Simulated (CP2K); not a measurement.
# GFN2-xTB run of CH4BClS (SMILES CSBCl)

Aim: the vertical ionisation energy of CH4BClS at GFN2-xTB, from 2 runs. 

The calculation is run with CP2K 2026.2.

1 further run of the same task is left out (set aside as unsound or not needed).

**1. The system as given**

CH4BClS: 8 atoms, total charge 0, spin state singlet. SMILES: `CSBCl`. Geometry: relaxed at PBE0-D4/def2-TZVP. This is one conformer, not always the lowest.

Bond lengths: C1–S2 1.810 Å, S2–B3 1.766 Å, B3–Cl4 1.749 Å, C1–H5 1.088 Å, C1–H6 1.089 Å, C1–H7 1.089 Å, B3–H8 1.191 Å. Angles: C1–S2–B3 103.2°, S2–B3–Cl4 119.0°, S2–C1–H5 110.2°, S2–C1–H6 109.0°, S2–C1–H7 109.0°, S2–B3–H8 121.7°, Cl4–B3–H8 119.3°, H5–C1–H6 109.7°, H5–C1–H7 109.7°, H6–C1–H7 109.3°.

**2. Energy and forces at GFN2-xTB**

The input, molecule.xyz:

```xyz
8

C     -0.471000     1.184200     0.216300
S      0.979400     0.341100    -0.461900
B      0.578900    -1.367600    -0.269600
Cl     1.728300    -2.572200    -0.805600
H     -1.201900     0.455300     0.560900
H     -0.157800     1.812600     1.049100
H     -0.912200     1.808700    -0.559500
H     -0.451500    -1.719100     0.214500
```

The input, molecule.inp:

```
&GLOBAL
  PROJECT_NAME molecule
  RUN_TYPE ENERGY_FORCE
  PRINT_LEVEL MEDIUM
&END
&FORCE_EVAL
  METHOD QUICKSTEP
  &DFT
    CHARGE 0
    MULTIPLICITY 1
    &QS
      METHOD XTB
      EPS_DEFAULT 1.0E-10
      &XTB
        GFN_TYPE TBLITE
        &TBLITE
          METHOD GFN2
        &END
        CHECK_ATOMIC_CHARGES F
      &END
    &END
    &POISSON
      PERIODIC NONE
      POISSON_SOLVER ANALYTIC
    &END
    &SCF
      SCF_GUESS ATOMIC
      EPS_SCF 1.0E-07
      MAX_SCF 150
      ADDED_MOS 8
      &DIAGONALIZATION
        ALGORITHM STANDARD
      &END
      &MIXING
        METHOD DIRECT_P_MIXING
        ALPHA 0.4
      &END
    &END
    &PRINT
      &MOMENTS
        PERIODIC F
        REFERENCE COM
        MAX_MOMENT 1
      &END
      &MO ON
        ENERGIES T
        OCCUPATION_NUMBERS T
        NDIGITS 6
        &EACH
          QS_SCF 0
        &END
        ADD_LAST NUMERIC
      &END
      &HIRSHFELD OFF
      &END
    &END
  &END
  &SUBSYS
    &CELL
      ABC [angstrom] 18.9 20.4 17.9
      PERIODIC NONE
    &END
    &TOPOLOGY
      COORD_FILE_NAME molecule.xyz
      COORD_FILE_FORMAT XYZ
      &CENTER_COORDINATES
      &END
    &END
  &END
  &PRINT
    &FORCES ON
    &END
  &END
&END
```

Started as:

```console
$ OMP_NUM_THREADS=1 cp2k.psmp molecule.inp > molecule.out
```

Log:

```text
CP2K| version string:                                       CP2K version 2026.2
[...]
 GLOBAL| Method name                                                        CP2K
[...]
 GLOBAL| Run type                                                   ENERGY_FORCE
[...]
                             - Atoms:                                          8
[...]
                             - Spherical basis functions:                     30
[...]
 Number of electrons:                                                         24
[...]
  *** SCF run converged in    20 steps ***
[...]
  Fermi energy:                                                -0.29083385704284
[...]
 TB_DIPOLE| Moment [Debye]         -2.17312721       2.13985157       1.01385960
 TB_DIPOLE| Derivative [a.u.]       0.00000000       0.00000000       0.00000000
[...]
 ENERGY| Total FORCE_EVAL ( QS ) energy [hartree]            -13.254560574576848
 FORCES| Atomic forces [hartree/bohr]
 FORCES|   Atom     x               y               z               |f|
 FORCES|      1 -9.30607227E-03  3.80671433E-03  4.36078443E-03   1.09594934E-02
 FORCES|      2  4.40608318E-03 -3.15368986E-03 -2.05558868E-03   5.79523714E-03
 FORCES|      3  1.73892176E-03 -1.10962590E-02 -7.92890746E-04   1.12596398E-02
 FORCES|      4 -8.89544130E-03  8.27354677E-03  4.15178167E-03   1.28381363E-02
 FORCES|      5  1.47745082E-03  1.58880584E-03 -7.01531591E-04   2.28019988E-03
 FORCES|      6  3.81373852E-04 -1.19972258E-03 -1.97344491E-03   2.34078301E-03
 FORCES|      7  1.75775678E-03 -1.19352931E-03  9.73580603E-04   2.33710939E-03
 FORCES|      8  8.43992719E-03  2.97413382E-03 -3.96269078E-03   9.78676459E-03
 FORCES| Sum     1.37043155E-16  1.18828558E-16 -3.55618313E-17
 FORCES| Total atomic force                                       1.84839650E-16
[...]
```

Run time: 0.46 s. Hardware: 1 thread of Arm Neoverse N1, shared host; peak memory 0.14 GiB.

**3. The doublet cation at the same level**

molecule.xyz is that of step 2.

The input, run.inp:

```
&GLOBAL
 PROJECT_NAME run
 RUN_TYPE ENERGY_FORCE
 PRINT_LEVEL MEDIUM
&END

&FORCE_EVAL
 METHOD Quickstep
 &DFT
  CHARGE 1
  MULTIPLICITY 2
  UKS T
  &QS
   METHOD XTB
   EPS_DEFAULT 1.0E-10
   &XTB
    GFN_TYPE TBLITE
    &TBLITE
     METHOD GFN2
    &END
    CHECK_ATOMIC_CHARGES F
   &END
  &END
  &POISSON
   PERIODIC NONE
   POISSON_SOLVER ANALYTIC
  &END
  &SCF
   SCF_GUESS ATOMIC
   EPS_SCF 1.0E-07
   MAX_SCF 150
   ADDED_MOS 4
   &DIAGONALIZATION
    ALGORITHM STANDARD
   &END
   &MIXING
    METHOD DIRECT_P_MIXING
    ALPHA 0.4
   &END
  &END
  &PRINT
   &MOMENTS
    PERIODIC F
    REFERENCE COM
    MAX_MOMENT 1
   &END
   &MO ON
    ENERGIES T
    OCCUPATION_NUMBERS T
    NDIGITS 6
    &EACH
     QS_SCF 0
    &END
    ADD_LAST NUMERIC
   &END
   &HIRSHFELD OFF
   &END
  &END
 &END
 &SUBSYS
  &CELL
   ABC [angstrom] 18.9 20.4 17.9
   PERIODIC NONE
  &END
  &TOPOLOGY
   COORD_FILE_NAME molecule.xyz
   COORD_FILE_FORMAT XYZ
   &CENTER_COORDINATES
   &END
  &END
 &END
 &PRINT
  &FORCES ON
  &END
 &END
&END
```

Started as:

```console
$ OMP_NUM_THREADS=1 cp2k.psmp -i run.inp -o run.out
```

Log:

```text
CP2K| version string:                                       CP2K version 2026.2
[...]
 GLOBAL| Method name                                                        CP2K
[...]
 GLOBAL| Run type                                                   ENERGY_FORCE
[...]
                             - Atoms:                                          8
[...]
                             - Spherical basis functions:                     30
[...]
 Number of electrons:                                                         12
[...]
  *** SCF run converged in    30 steps ***
[...]
  Fermi energy:                                                -0.60834386466058
[...]
 TB_DIPOLE| Moment [Debye]         -2.93184601       3.78459269       1.36549660
 TB_DIPOLE| Derivative [a.u.]       0.00000000       0.00000000       0.00000000
[...]
 ENERGY| Total FORCE_EVAL ( QS ) energy [hartree]            -12.750262891738886
 FORCES| Atomic forces [hartree/bohr]
 FORCES|   Atom     x               y               z               |f|
 FORCES|      1  2.13452671E-04 -9.73896198E-03 -7.27816021E-05   9.74157275E-03
 FORCES|      2  8.30276011E-05  2.28148148E-02 -9.51816046E-05   2.28151644E-02
 FORCES|      3  1.09252835E-03 -3.93208660E-02 -4.16075415E-04   3.93382415E-02
 FORCES|      4 -1.30841034E-02  1.55682551E-02  6.09791053E-03   2.12308465E-02
 FORCES|      5 -6.70054579E-05  2.55165414E-03  2.19224156E-05   2.55262790E-03
 FORCES|      6  1.08844263E-03  2.43803898E-03 -2.01744172E-03   3.34646270E-03
 FORCES|      7  2.23800715E-03  2.44397737E-03  4.43543851E-04   3.34341630E-03
 FORCES|      8  8.43565048E-03  3.24308757E-03 -3.96189645E-03   9.86784878E-03
 FORCES| Sum     2.77555756E-17  3.77302356E-17  1.07552856E-16
 FORCES| Total atomic force                                       1.17309673E-16
[...]
```

Wall time 0.54 s (1 thread of Arm Neoverse N1, shared host); peak memory 0.14 GiB.

**4. Outcome**

At GFN2-xTB:

```
                                                  quantity         value
                             singlet CH4BClS: total energy  -13.25456 Eh
singlet CH4BClS: dipole moment (from atomic charges alone)        3.21 D
                              singlet CH4BClS: HOMO energy     -10.90 eV
                              singlet CH4BClS: LUMO energy      -7.02 eV
                            singlet CH4BClS: HOMO–LUMO gap       3.88 eV
                 singlet CH4BClS: largest force on an atom    0.660 eV/Å
                              doublet cation: total energy  -12.75026 Eh
        doublet cation: HOMO energy (highest over α and β)     -16.61 eV
         doublet cation: LUMO energy (lowest over α and β)     -16.50 eV
                  doublet cation: largest force on an atom    2.023 eV/Å
        vertical ionisation energy (to the doublet cation)     13.723 eV
```

**Reading.** The vertical ionisation energy comes to 13.72 eV (316 kcal/mol). The largest force (singlet CH4BClS) is 0.66 eV/Å: the shape isn't a stationary point for this species at this level. xTB total energies overstate such differences by several eV unless an empirical shift is taken off; none is applied here. The dipole (singlet CH4BClS) comes from point charges on the atoms alone, without atomic dipoles, so it is partial.
